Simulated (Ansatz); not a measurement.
## C2H6Te, SMILES C[Te]C: energies of removing a hydrogen, step by step

Computed with the Ansatz DFT code, driven from Python.

Run as a notebook:

In [1]:
```python
import ansatz as az
```

In [2]:
```python
def total_energy(molecule, charge=0, unpaired=0):
    calc = (
        molecule.calculation()
        .basis(gaussian="def2-SVP")
        .functional("cam_b3lyp")
    )
    if charge:
        calc = calc.charge(charge)
    if unpaired:
        calc = calc.spin("collinear", total=unpaired)
    report = calc.run().report
    if report["published_state_doubts"]:
        print("  doubts:", report["published_state_doubts"])
    return report["free_energy_ev"]
```

In [3]:
```python
def without(molecule, index):
    rest = az.Crystal.molecule()
    for i, site in enumerate(molecule.cartesian_sites):
        if i != index:
            rest = rest.atom(site.symbol, site.position_ang)
    return rest
```

In [4]:
```python
geometry_ang = [
    ("C", (-0.7126, 0.9524, -0.8554)),
    ("Te", (1.2809, 0.3826, -0.6866)),
    ("C", (0.7229, -1.0052, 0.8413)),
    ("H", (-1.3115, 0.1357, -1.1532)),
    ("H", (-0.8419, 1.7719, -1.6675)),
    ("H", (-1.1135, 1.4224, 0.1006)),
    ("H", (0.055, -1.741, 0.46)),
    ("H", (1.7048, -1.5206, 1.1941)),
    ("H", (0.3045, -0.4446, 1.7497)),
]
molecule = az.Crystal.molecule()
for symbol, xyz in geometry_ang:
    molecule = molecule.atom(symbol, xyz)
```

In [5]:
```python
whole = total_energy(molecule, 0)
hydrogen = total_energy(az.Crystal.molecule().atom("H", (0, 0, 0)), 0, 1)
print(f"E(molecule) = {whole:.5f} eV, E(H) = {hydrogen:.5f} eV")
for index in [8]:
    radical = total_energy(without(molecule, index), 0, 1)
    print(f"H{index}: homolysis {23.060548 * (radical + hydrogen - whole):.1f} kcal/mol")
    anion = total_energy(without(molecule, index), -1)
    print(f"H{index}: loss of a proton {23.060548 * (anion - whole):.1f} kcal/mol")
```
```text
E(molecule) = -9461.25622 eV, E(H) = -13.54842 eV
H8: homolysis 109.4 kcal/mol
H8: loss of a proton 416.0 kcal/mol
```

Total energies depend on the basis set; only differences at equal settings carry meaning. The geometry is a force-field or estimated start, not a minimum of this method, and the basis set is short of its limit. All parts are taken at fixed geometry, without zero-point energy. def2 sets replace the cores of elements past krypton by effective core potentials. The spin-orbit lowering of heavy atoms is left out. Anions want diffuse functions, which this basis lacks. Hardware and time: 11 s on 1 thread of Arm Neoverse V2, on a shared host, peak memory 0.28 GiB.
